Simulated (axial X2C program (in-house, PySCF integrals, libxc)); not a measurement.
# SnMo: properties at the nuclei

Aim: properties at the nuclei of SnMo, with spin–orbit coupling in the Hamiltonian from the start.

The runs use an in-house X2C program for linear molecules on PySCF integrals; two-component X2C with atomic mean-field terms, Sn dyall-cv3z, Mo dyall-cv3z.

All values are calculated.

### 1 Set-up

The input, task.json:

```json
{"zs": [50, 42], "q": 0, "bas": ["dyall-cv3z", "dyall-cv3z"], "r0": 2.78, "levels": ["PBE0", "HF", "PBE", "B3LYP", "TPSSh"], "nst": 3}
```

Keys: zs atomic numbers; q charge; bas basis sets; r0 starting distance in Å; levels methods (HF also brings MP2); nst determinants followed.

On the command line:

```sh
python soeom.py task.json out
```

After this run come: Expectation values, lowest determinant; Expectation values, a higher determinant; Expectation values, a higher determinant.

Q: Predict the outcome of this session. Wanted: lowest determinant; Eeff magnitude; Ws magnitude Sn; A∥/gI Sn; qzz Sn; higher determinant (for each run or level that gives them).

As calculated:

| quantity | value |
| --- | --- |
| lowest determinant | Ω = 3 (excess of +ω over −ω: ω = 1/2, ω = 5/2) |
| Eeff magnitude (GV/cm), PBE0 | 0.704 |
| Ws magnitude Sn (kHz), PBE0 | 0.00513 |
| A∥/gI Sn (MHz), PBE0 | 316 |
| qzz Sn (a.u.), PBE0 | -5.45 |
| higher determinant | Ω = 1 (excess of +ω over −ω: ω = -3/2, ω = 5/2) |
| Eeff magnitude (GV/cm), PBE0, higher determinant | 1.46 |
| Ws magnitude Sn (kHz), PBE0, higher determinant | 1.48 |
| A∥/gI Sn (MHz), PBE0, higher determinant | -498 |
| qzz Sn (a.u.), PBE0, higher determinant | -5.99 |
| higher determinant | Ω = 2 (excess of +ω over −ω: ω = -1/2, ω = 5/2) |
| Eeff magnitude (GV/cm), PBE0, higher determinant | 0.734 |
| Ws magnitude Sn (kHz), PBE0, higher determinant | 0.589 |
| A∥/gI Sn (MHz), PBE0, higher determinant | -557 |
| qzz Sn (a.u.), PBE0, higher determinant | -5.83 |

In words: In the first state, the effective field runs from 0.704 to 2.04 GV/cm over the mean-field levels, so the levels don't agree on it. The expectation values come from single determinants, which for open shells can mix terms of unlike spin or miss the lowest Ω, so a determinant need not be a state. Eeff is the effective electric field on the electron dipole moment in this Ω state and Ws the scalar–pseudoscalar constant (defined with the proton number Z and per Ω); A∥ is the parallel hyperfine constant, which follows by multiplying with the nuclear g factor gI = μI/(I μN); qzz is the electric field gradient, eQq0 = 234.96 MHz × Q/barn × qzz; μ is positive if Mo is the positive end. The operators were transformed with the bare-nucleus X2C matrices.
